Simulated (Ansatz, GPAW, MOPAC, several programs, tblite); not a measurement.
**What cheap methods get right for PtSeO (a single layer)**

Aim: run PtSeO as a single layer in vacuum through methods of unlike cost and see what each gets, and at what price.

Computed with MOPAC, tblite, GPAW, Ansatz (versions at each run) (no spin polarisation, static lattice; gaps from single points on the cell relaxed beforehand with r²SCAN, unless a step's input says otherwise).

**1. The structure to begin with**

Symmetry: P3m1, No. 156, trigonal system. The conventional cell has a = 3.438 Å, b = 3.438 Å, c = 29.296 Å, α = 90.00°, β = 90.00°, γ = 120.00°. Pt (site symmetry 3m) is surrounded by 3 O at 2.20 Å and 3 Se at 2.38 Å. O (site symmetry 3m) has 3 Pt at 2.20 Å as nearest neighbours. Around Se (site symmetry 3m) lie 3 Pt at 2.38 Å.

Structure file:

```cif
data_structure
_symmetry_space_group_name_H-M 'P3m1'
_symmetry_Int_Tables_number 156
_cell_length_a 3.4379
_cell_length_b 3.4379
_cell_length_c 29.2964
_cell_angle_alpha 90.000
_cell_angle_beta 90.000
_cell_angle_gamma 120.000
_cell_volume 299.87
loop_
_atom_site_label
_atom_site_type_symbol
_atom_site_symmetry_multiplicity
_atom_site_Wyckoff_symbol
_atom_site_fract_x
_atom_site_fract_y
_atom_site_fract_z
_atom_site_occupancy
Pt1 Pt 1 a 0.00000 0.00000 0.31146 1
O1 O 1 b 0.33333 0.66667 0.34347 1
Se1 Se 1 c 0.66667 0.33333 0.26669 1
```

The cell holds a single layer (1T monolayer (Janus)) with vacuum along c; the form is built, and need not be the compound's stable one.

**Question.** The methods are PM6, PM7, GFN1-xTB (tblite), GFN2-xTB (tblite), PBE/single-zeta, coarse PBE, GLLB-SC, PBE, r2SCAN. What gap does r2SCAN give on this cell, and which other methods (full PBE left aside) come nearest to r2SCAN and farthest in gap?

| quantity | value |
| --- | --- |
| r2SCAN | gap 1.01 eV |
| gap: nearest and farthest of the other methods | PBE/single-zeta (-0.15 eV), GLLB-SC (+0.57 eV) |

For the gap, of the 5 methods compared (full PBE left aside), PBE/single-zeta comes nearest to r2SCAN and GLLB-SC is farthest. A minimal basis or a coarse cutoff and mesh shifts results by its own error, so closeness to r2SCAN can be chance. Cluster runs see only the k-points that fold onto the zone centre, so their gaps can miss the band edges. GLLB-SC is compared with its derivative discontinuity added. PM7, PM6 ended in an unphysical state and are left out of the comparison. CPU times run from 0.74 s (PM7) to 83 s (GLLB-SC). On this cell GLLB-SC cost more than r2SCAN itself (50 s), so it is no saving here. r2SCAN is a yardstick, not the truth: it usually gives gaps below the measured ones. Spin-orbit coupling is left out throughout.
